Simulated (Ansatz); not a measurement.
# Mg: the cost of one run

Method: DFT PBEsol, scalar-relativistic, plane waves, PAW, in Ansatz 0.2.0.

## (1) The structure to begin with

The structure is hexagonal, space group P6_3/mmc (No. 194). Conventional cell: a = 3.209 Å, b = 3.209 Å, c = 5.210 Å, α = 90.00°, β = 90.00°, γ = 120.00°. Mg (site symmetry -6m2) has 12 Mg at 3.20 to 3.21 Å in its first shell of neighbours.

As a file:

```
CELL_PARAMETERS angstrom
3.20927 0.00000 0.00000
-1.60464 2.77931 0.00000
0.00000 0.00000 5.21033
ATOMIC_POSITIONS crystal
Mg 0.33333 0.66667 0.25000
Mg 0.66667 0.33333 0.75000
```

No relaxation comes first: the listed cell is the starting point.

## (2) Zero of energy

Reference values: F = -3824.1016 eV; pressure -1.10 GPa; largest force 0.000 eV/Å; gap on the mesh none (metal). It was computed beforehand with the settings of the runs below.

## (3) The scan: biaxial against axial strain

The cell is strained by p along both x and y and by q along z, with fractional coordinates fixed.

## (4) At p = -0.080, q = -0.080

Contents of input.yaml:

```yaml
crystal:
  lattice:
    - [2.9525298099, 0.0, 0.0]
    - [-1.4762649049, 2.5569658208, 0.0]
    - [0.0, 0.0, 4.7935036]
  atoms:
    - { symbol: Mg, position: [0.3333333333, 0.6666666667, 0.25] }
    - { symbol: Mg, position: [0.6666666667, 0.3333333333, 0.75] }
basis:
  ecutwfc: 420
kpoints:
  mp_grid: { grid: [18, 18, 10] }
hamiltonian:
  xc: pbesol
scf:
  occupations: { method: gaussian, width: 0.15 }
output:
  forces: true
  stress: true
  eigenvalues: true
```

Launch:

```bash
$ ansatz run input.yaml --threads 1 --pin off --max-ram 2560MiB --backend cpu --events-out ev --progress --plain --runs-dir out
```

What time and memory should one allow on 1 thread of Arm Neoverse V1, shared host?

About 5.3 s, with a peak of 0.34 GiB.
